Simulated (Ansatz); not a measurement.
# BClH6O2Si: the cost of one run

Program: Ansatz 0.2.0. Level of theory: RKS PBE-D4/def2-SVP. These are calculated values, not measurements.

1 further run of the same task is left out (it didn't finish).

## Step 1: The system as given

Bond lengths: B1–Si2 2.283 Å, B1–O3 1.363 Å, B1–O4 1.362 Å, B1–H5 1.284 Å, B1–Cl6 2.175 Å, Si2–H7 1.454 Å, Si2–H8 1.464 Å, Si2–H9 1.460 Å, O3–H10 0.956 Å, O4–H11 0.954 Å. Angles (14 of 18 angles, heavy atoms first): Si2–B1–O3 90.6°, Si2–B1–O4 115.2°, Si2–B1–Cl6 109.0°, O3–B1–O4 121.8°, O3–B1–Cl6 111.4°, O4–B1–Cl6 107.6°, B1–Si2–H7 108.3°, B1–Si2–H8 123.6°, B1–Si2–H9 91.3°, Si2–B1–H5 55.1°, O3–B1–H5 115.1°, O4–B1–H5 122.5°, H5–B1–Cl6 54.3°, B1–O3–H10 117.3°.

As a file:

```xyz
11

B    -0.6404    0.3959    0.1005
Si    1.2673   -0.7952   -0.2899
O    -0.6539    0.8266   -1.1927
O    -1.6722   -0.3178    0.6307
H     0.4708    0.5666    0.7200
Cl   -0.1904    2.0219    1.4728
H     2.0833   -0.0541   -1.2379
H     2.0655   -1.4148    0.7695
H     0.5130   -1.8473   -0.9640
H    -1.5072    0.9924   -1.5900
H    -1.7358   -0.3744    1.5810
```

## Step 2: Pulling towards end A

Springs on the bonds that form and break draw the guess towards this end; the thresholds are loose.

Contents of input.yaml:

```yaml
crystal:
  periodic: [false, false, false]
  atoms:
    - { symbol: B, position_ang: [-0.6404, 0.3959, 0.1005] }
    - { symbol: Si, position_ang: [1.2673, -0.7952, -0.2899] }
    - { symbol: O, position_ang: [-0.6539, 0.8266, -1.1927] }
    - { symbol: O, position_ang: [-1.6722, -0.3178, 0.6307] }
    - { symbol: H, position_ang: [0.4708, 0.5666, 0.72] }
    - { symbol: Cl, position_ang: [-0.1904, 2.0219, 1.4728] }
    - { symbol: H, position_ang: [2.0833, -0.0541, -1.2379] }
    - { symbol: H, position_ang: [2.0655, -1.4148, 0.7695] }
    - { symbol: H, position_ang: [0.513, -1.8473, -0.964] }
    - { symbol: H, position_ang: [-1.5072, 0.9924, -1.59] }
    - { symbol: H, position_ang: [-1.7358, -0.3744, 1.581] }
basis:
  gaussian: { orbitals: def2-SVP }
hamiltonian:
  xc: pbe
  dispersion: d4
relax:
  f_tol: 0.15
  max_steps: 25
  restrain:
    - { distance: [0, 5], at: 3.16, k: 30.0 }
    - { distance: [4, 1], at: 2.72, k: 30.0 }
    - { distance: [0, 1], at: 1.95, k: 30.0 }
    - { distance: [4, 5], at: 1.33, k: 30.0 }
```

Launch:

```
$ ansatz run input.yaml --threads 2 --pin off --max-ram 3072MiB --backend cpu --events-out ev --progress --plain --runs-dir out
```

**Question.** How long does this run take on 2 threads of AMD EPYC 9R14 (Zen 4), shared host, and how much memory does it need?

About 27 s, with a peak of 0.17 GiB.
